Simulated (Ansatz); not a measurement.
# C₂H₆Cl₂Se₂Ti: a ladder of functionals and wavefunction methods

One table from this session's results is given with a row withheld; the runs are named, their logs left out.

Computed with Ansatz 0.2.0, Gaussian basis. Level: functionals in def2-TZVPP, the program's frozen cores in correlated methods.

The runs, in order: LDA (SPW92), PBE-D4, revPBE-D4, BLYP-D4, r2SCAN-D4, B97M-V, PBE0-D4, B3LYP-D4, r2SCANh-D4, r2SCAN0-D4, HSE06-D4, BHLYP-D4, CAM-B3LYP-D4, LC-ωPBE, ωB97X-V, ωB97M-V, B2PLYP, PBE-QIDH; CCSD(T)/def2-SVP; CCSD(T)/def2-TZVPP; MP2/def2-QZVPP; extrapolation to the limit; RPA on PBE.

## The relaxed structure

The geometry comes from an earlier relaxation with PBE0-D4 in a triple-zeta def2 set; it is a stationary point, not always the lowest conformer.

SMILES `C[Se][Ti]([Cl])([Cl])[Se]C`, 13 atoms, charge 0, spin multiplicity 1.

Atoms are counted from 1 here; the program's logs count them from 0.

Bond lengths: C1–Se2 1.962 Å, C1–H8 1.088 Å, C1–H9 1.089 Å, C1–H10 1.087 Å, Se2–Ti3 2.385 Å, Ti3–Cl4 2.183 Å, Ti3–Cl5 2.183 Å, Ti3–Se6 2.385 Å, Se6–C7 1.962 Å, C7–H11 1.087 Å, C7–H12 1.089 Å, C7–H13 1.088 Å. Angles: Se2–C1–H8 109.2°, Se2–C1–H9 106.6°, Se2–C1–H10 109.8°, H8–C1–H9 110.7°, H8–C1–H10 110.4°, H9–C1–H10 110.1°, C1–Se2–Ti3 98.8°, Se2–Ti3–Cl4 111.3°, Se2–Ti3–Cl5 104.5°, Se2–Ti3–Se6 104.1°, Cl4–Ti3–Cl5 120.2°, Cl4–Ti3–Se6 104.5°, Cl5–Ti3–Se6 111.3°, Ti3–Se6–C7 98.8°, Se6–C7–H11 109.8°, Se6–C7–H12 106.6°, Se6–C7–H13 109.2°, H11–C7–H12 110.1° and more.

The first run:

The input, in.yaml:

```yaml
crystal:
  periodic: [false, false, false]
  atoms:
    - {symbol: C, position_ang: [0.077517, -2.396825, 0.043740]}
    - {symbol: Se, position_ang: [-0.003973, -1.168475, -1.483530]}
    - {symbol: Ti, position_ang: [-1.452193, 0.479613, -0.548229]}
    - {symbol: Cl, position_ang: [-3.271494, -0.425795, 0.248650]}
    - {symbol: Cl, position_ang: [-1.576551, 2.030147, -2.079568]}
    - {symbol: Se, position_ang: [-0.279793, 1.257892, 1.377400]}
    - {symbol: C, position_ang: [1.340399, 1.922132, 0.493187]}
    - {symbol: H, position_ang: [0.533017, -1.886415, 0.889832]}
    - {symbol: H, position_ang: [0.687364, -3.242614, -0.268788]}
    - {symbol: H, position_ang: [-0.924502, -2.733517, 0.298833]}
    - {symbol: H, position_ang: [1.074864, 2.680362, -0.239649]}
    - {symbol: H, position_ang: [1.964112, 2.357596, 1.271836]}
    - {symbol: H, position_ang: [1.851535, 1.091299, 0.011185]}
basis:
  gaussian: {orbitals: def2-TZVPP}
hamiltonian: {xc: lda}
output: {orbitals: {seedname: orbitals}}
```

Run with:

```
> ansatz run in.yaml --threads 4 --pin off --events-out ev --progress --plain --max-ram 66560MiB --backend cuda --devices 0, --max-vram 37GiB
```

Among the steps run: LDA; PBE-D4 (GGA); revPBE-D4 (GGA); BLYP-D4 (GGA); r2SCAN-D4 (meta-GGA); B97M-V (meta-GGA); B3LYP-D4 (hybrid); r2SCANh-D4 (hybrid); r2SCAN0-D4 (hybrid); HSE06-D4 (hybrid); BHLYP-D4 (hybrid); CAM-B3LYP-D4 (range-separated); LC-ωPBE (range-separated); ωB97X-V (range-separated); ωB97M-V (range-separated); B2PLYP (double hybrid); PBE-QIDH (double hybrid).

One of the session's tables, all rows but one given; the rest of the session is left out.

It belongs to the step «Frontier levels by functional». 

```
  functional  HOMO (eV)  LUMO (eV)  gap (eV)
 LDA (SPW92)      -6.04      -4.28      1.76
      PBE-D4      -5.88      -4.04      1.84
   revPBE-D4      -5.82      -3.96      1.86
     BLYP-D4      -5.71      -3.88      1.83
   r2SCAN-D4      -6.14      -3.99      2.15
      B97M-V      -6.19      -3.95      2.24
     PBE0-D4      -6.92      -3.13      3.80
    B3LYP-D4      -6.71      -3.32      3.39
  r2SCANh-D4      -6.52      -3.63      2.89
  r2SCAN0-D4      -7.10      -3.07      4.02
    HSE06-D4      -6.54      -3.50      3.04
    BHLYP-D4      -7.83      -1.98      5.85
CAM-B3LYP-D4      -8.12      -2.05      6.07
     LC-ωPBE          ?          ?         ?
     ωB97X-V      -9.08      -1.06      8.02
     ωB97M-V      -8.95      -1.03      7.92
```

**Question.** Estimate the row for LC-ωPBE.

As computed: HOMO (eV): -9.39; LUMO (eV): -1.09; gap (eV): 8.31. In the column «HOMO (eV)» it is the lowest.
